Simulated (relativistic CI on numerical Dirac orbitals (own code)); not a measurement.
# Zr I (Zr): levels and lines, part 2 of 2

Aim: the low levels of Zr, their labels and the strongest lines; runs with one setting changed show what the result hangs on. Configuration energies are shifted onto measured levels.

Calculated with an in-house relativistic CI code, version 3; Dirac-Coulomb-Breit CI, KLI orbitals optimised for each configuration. The steps go on from the part before.

**4. Slater integrals scaled by 0.75**

Settings, as recorded:

```ini
atom Zr  Z=40  charge=0  electrons=40
nucleus A=90  rms_radius_fm=4.2694
hamiltonian dirac-coulomb  breit=on  qed=on  c_scale=1
orbitals kli  potential=per-configuration
slater_scale 0.75
correlation fit
mixing on
configurations
  [Kr] 4d2 5s2
  [Kr] 4d3 5s
  [Kr] 4d2 5s 5p
  [Kr] 4d3 5p
  [Kr] 4d4
  [Kr] 4d2 5p2
  [Kr] 4d 5s2 5p
  [Kr] 4d2 5s 5d
  [Kr] 5s2 5p2
  [Kr] 4d2 5s 5f
  [Kr] 4d2 5s 5g
  [Kr] 4d 5s2 6p
  [Kr] 4d3 5d
  [Kr] 4d 4f 5s2
  [Kr] 4d2 5s 6s
  [Kr] 4d 5s 5p2
  [Kr] 4d3 4f
  [Kr] 4d 5s2 7s
  [Kr] 4d3 6s
  [Kr] 4d 5s2 6d
  [Kr] 4d2 5s 6p
  [Kr] 4d 5s2 7p
  [Kr] 4d 5s2 5g
  [Kr] 4d3 5g
  [Kr] 4d2 5p 6s
  [Kr] 4d2 5d2
  [Kr] 5s2 5p 5g
  [Kr] 4d 5s2 5f
  [Kr] 4d 5s2 6s
  [Kr] 4d3 5f
end
```

Main fields:

```text
{
  "status": "converged",
  "levels [i, E_cm, J2, conf, term, w_term, w_jj]": [
    [0, 0, 4, "4d2 5s2", "3F", 0.9047, 0.6898],
    [1, 505.84488, 6, "4d2 5s2", "3F", 0.913, 0.913],
    [2, 1111.2842, 8, "4d2 5s2", "3F", 0.9103, 0.698],
    [3, 3919.2367, 0, "4d2 5s2", "3P", 0.7246, 0.467],
    [4, 4023.8612, 4, "4d2 5s2", "3P", 0.4576, 0.6108],
    [5, 4069.7097, 2, "4d2 5s2", "3P", 0.7229, 0.7229],
    [6, 4853.0915, 4, "4d2 5s2", "1D", 0.5187, 0.7392],
    [7, 4886.2303, 2, "4d3 5s", "5F", 0.9821, 0.3674],
    [8, 5007.6297, 4, "4d3 5s", "5F", 0.9823, 0.5897],
    [9, 5187.5714, 6, "4d3 5s", "5F", 0.9827, 0.5738],
    [10, 5423.1852, 8, "4d3 5s", "5F", 0.9825, 0.7192],
    [11, 5709.942, 10, "4d3 5s", "5F", 0.9809, 0.4576],
    [12, 7709.5354, 8, "4d2 5s2", "1G", 0.7935, 0.6073],
    [13, 10672.759, 2, "4d3 5s", "5P", 0.9764, 0.525],
    [14, 10785.272, 4, "4d3 5s", "5P", 0.9731, 0.3835],
    [15, 10983.031, 6, "4d3 5s", "5P", 0.9763, 0.61],
    "... 384 more rows left out ..."
  ],
  "n_levels_all": 2394,
  "total_energy [Ha]": -3595.9390415,
  "configurations [conf, odd, states, E_av_cm, breit_Ha, qed_Ha, corr_Ha]": [
    ["4d2 5s2", 0, 45, 8989.96, 2.05, 1.372, -2.257],
    ["4d3 5s", 0, 240, 17093.5, 2.049, 1.372, -2.26],
    ["4d2 5s 5p", 1, 540, 29043.8, 2.05, 1.372, -2.239],
    ["4d3 5p", 1, 720, 37658.9, 2.049, 1.372, -2.248],
    ["4d4", 0, 210, 35466.3, 2.049, 1.372, -2.259],
    ["4d2 5p2", 0, 675, 55958.2, 2.05, 1.372, -2.235],
    ["4d 5s2 5p", 1, 60, 31179.6, 2.05, 1.372, -2.236],
    ["4d2 5s 5d", 0, 900, 49193.1, 2.05, 1.372, -2.226],
    ["5s2 5p2", 0, 15, 70943.9, 2.051, 1.372, -2.228],
    ["4d2 5s 5f", 1, 1260, 58333.7, 2.05, 1.372, -2.215],
    ["4d2 5s 5g", 0, 1620, 58316.3, 2.05, 1.372, -2.215],
    ["4d 5s2 6p", 1, 60, 57252.6, 2.05, 1.372, -2.22],
    ["4d3 5d", 0, 1200, 51237.5, 2.049, 1.372, -2.243],
    ["4d 5s2 4f", 1, 140, 64969.3, 2.05, 1.372, -2.209],
    "... 16 more rows left out ..."
  ],
  "empirical_shift [conf, shift_cm, paired_levels]": [
    ["4d2 5s2", 0, 9],
    ["4d3 5s", 619.95, 14],
    ["4d2 5s 5p", 2800.9, 28],
    ["4d3 5p", 2084.7, 6],
    ["4d4", 2084.7, 0],
    ["4d2 5p2", 2800.9, 0],
    ["4d 5s2 5p", 2084.7, 0],
    ["4d2 5s 5d", 2800.9, 0],
    ["5s2 5p2", 2084.7, 0],
    ["4d2 5s 5f", 2800.9, 0],
    ["4d2 5s 5g", 2800.9, 0],
    ["4d 5s2 6p", 2084.7, 0],
    ["4d3 5d", 1352.3, 0],
    ["4d 5s2 4f", 2084.7, 0],
    "... 16 more rows left out ..."
  ]
}
```

It took 11 s on 1 thread, shared host.

Shifts of the excitation energies against the main run, counted from its lowest level (cm⁻¹): (levels that can't be paired are left out)

| level | main run | shift |
| --- | --- | --- |
| 4d2 5s2 3F3 | 507.7 | -1.8 |
| 4d2 5s2 3F4 | 1121.0 | -9.7 |
| 4d2 5s2 3P0 | 4145.1 | -225.9 |
| 4d2 5s2 3P2 + 1D | 4287.4 | -263.5 |
| 4d2 5s2 3P1 | 4289.2 | -219.5 |
| 4d3 5s 5F1 | 4470.9 | +415.3 |
| 4d3 5s 5F3 | 4775.2 | +412.4 |
| 4d3 5s 5F4 | 5014.0 | +409.2 |
| 4d3 5s 5F5 | 5305.6 | +404.3 |
| 4d2 5s2 1G4 | 8469.5 | -760.0 |

**5. Slater integrals scaled by 1**

Settings: those of step 4 with these lines changed.

```diff
@@ -4,3 +4,3 @@
 orbitals kli  potential=per-configuration
-slater_scale 0.75
+slater_scale 1
 correlation fit
```

Main fields:

```text
{
  "status": "converged",
  "levels [i, E_cm, J2, conf, term, w_term, w_jj]": [
    [0, 0, 4, "4d2 5s2", "3F", 0.8731, 0.6521],
    [1, 512.23128, 6, "4d2 5s2", "3F", 0.8787, 0.8787],
    [2, 1137.508, 8, "4d2 5s2", "3F", 0.8769, 0.6791],
    [3, 3545.6728, 2, "4d3 5s", "5F", 0.9809, 0.3606],
    [4, 3670.258, 4, "4d3 5s", "5F", 0.9811, 0.5837],
    [5, 3855.6739, 6, "4d3 5s", "5F", 0.9814, 0.5657],
    [6, 4099.6091, 8, "4d3 5s", "5F", 0.9813, 0.7211],
    [7, 4350.8518, 0, "4d2 5s2", "3P", 0.6298, 0.3985],
    [8, 4398.693, 10, "4d3 5s", "5F", 0.9805, 0.4519],
    [9, 4486.8515, 2, "4d2 5s2", "3P", 0.6278, 0.6278],
    [10, 4546.501, 4, "4d2 5s2", "3P", 0.5089, 0.507],
    [11, 5538.7615, 4, "4d2 5s2", "1D", 0.6142, 0.6215],
    [12, 9505.3274, 8, "4d2 5s2", "1G", 0.6998, 0.5404],
    [13, 10890.61, 2, "4d3 5s", "5P", 0.965, 0.5038],
    [14, 11009.901, 4, "4d3 5s", "5P", 0.9627, 0.3871],
    [15, 11202.718, 6, "4d3 5s", "5P", 0.9643, 0.6015],
    "... 384 more rows left out ..."
  ],
  "n_levels_all": 2394,
  "total_energy [Ha]": -3595.956926,
  "configurations [conf, odd, states, E_av_cm, breit_Ha, qed_Ha, corr_Ha]": [
    ["4d2 5s2", 0, 45, 12915.1, 2.05, 1.372, -2.257],
    ["4d3 5s", 0, 240, 19555.1, 2.049, 1.372, -2.267],
    ["4d2 5s 5p", 1, 540, 32828.9, 2.05, 1.372, -2.239],
    ["4d3 5p", 1, 720, 40428.2, 2.049, 1.372, -2.253],
    ["4d4", 0, 210, 38235.5, 2.049, 1.372, -2.264],
    ["4d2 5p2", 0, 675, 59743.3, 2.05, 1.372, -2.236],
    ["4d 5s2 5p", 1, 60, 33948.9, 2.05, 1.372, -2.241],
    ["4d2 5s 5d", 0, 900, 52978.2, 2.05, 1.372, -2.227],
    ["5s2 5p2", 0, 15, 73713.2, 2.051, 1.372, -2.233],
    ["4d2 5s 5f", 1, 1260, 62118.8, 2.05, 1.372, -2.216],
    ["4d2 5s 5g", 0, 1620, 62101.4, 2.05, 1.372, -2.216],
    ["4d 5s2 6p", 1, 60, 60021.9, 2.05, 1.372, -2.225],
    ["4d3 5d", 0, 1200, 53852.9, 2.049, 1.372, -2.249],
    ["4d 5s2 4f", 1, 140, 67738.5, 2.05, 1.372, -2.215],
    "... 16 more rows left out ..."
  ],
  "empirical_shift [conf, shift_cm, paired_levels]": [
    ["4d2 5s2", 0, 9],
    ["4d3 5s", -843.6, 14],
    ["4d2 5s 5p", 2660.8, 28],
    ["4d3 5p", 928.78, 6],
    ["4d4", 928.78, 0],
    ["4d2 5p2", 2660.8, 0],
    ["4d 5s2 5p", 928.78, 0],
    ["4d2 5s 5d", 2660.8, 0],
    ["5s2 5p2", 928.78, 0],
    ["4d2 5s 5f", 2660.8, 0],
    ["4d2 5s 5g", 2660.8, 0],
    ["4d 5s2 6p", 928.78, 0],
    ["4d3 5d", 42.585, 0],
    ["4d 5s2 4f", 928.78, 0],
    "... 16 more rows left out ..."
  ]
}
```

Run time: 14 s. Hardware: 1 thread, shared host.

How the levels moved (cm⁻¹, from the main run's lowest level): (levels that can't be paired are left out)

| level | main run | shift |
| --- | --- | --- |
| 4d2 5s2 3F3 | 507.7 | +4.6 |
| 4d2 5s2 3F4 | 1121.0 | +16.5 |
| 4d2 5s2 3P0 | 4145.1 | +205.7 |
| 4d3 5s 5F3 | 4775.2 | -919.5 |
| 4d3 5s 5F4 | 5014.0 | -914.4 |
| 4d2 5s2 1D2 | 5154.7 | +384.1 |
| 4d3 5s 5F5 | 5305.6 | -906.9 |
| 4d2 5s2 1G4 | 8469.5 | +1035.8 |

**6. What each setting moved**

This closing draws on all 2 parts.

| run | time | mean size of shift, levels followed (cm⁻¹) | lowest level | mean error to measured (cm⁻¹) |
| --- | --- | --- | --- | --- |
| main run | 7.7 s | 0 | 4d2 5s2 3F2 | 598 |
| Slater integrals scaled by 0.75 | 11 s | 312 | 4d2 5s2 3F2 | - |
| Slater integrals scaled by 1 | 14 s | 548 | 4d2 5s2 3F2 | - |

**7. Outcome**

```
                                                                         quantity                                value
                                                                     lowest level                          4d2 5s2 3F2
                                                                 first excitation              4d2 5s2 3F3, 507.7 cm⁻¹
                                                 lowest level of the other parity         4d2 5s 5p 5G°2, 14984.3 cm⁻¹
                                                              levels in the model                                 2394
fastest E1 line (by rate) to the lowest level among the lowest 400 of 2394 levels  328.6 nm, from 4d2 5s 5p 3G°3 (iii)
                                                      mean error of paired levels                     598 cm⁻¹ over 50
```

**Reading.** 4d2 5s2 3F2 comes out lowest; its LS label holds 89 % and its jj label 67 %; over the low levels the means are 85 and 59 %, so LS coupling describes them better. The largest mover is «Slater integrals scaled by 1» (548 cm⁻¹ on average). This rung is semi-empirical: its configuration shifts come from the measured levels. Lifetimes count radiative decay inside the model alone.
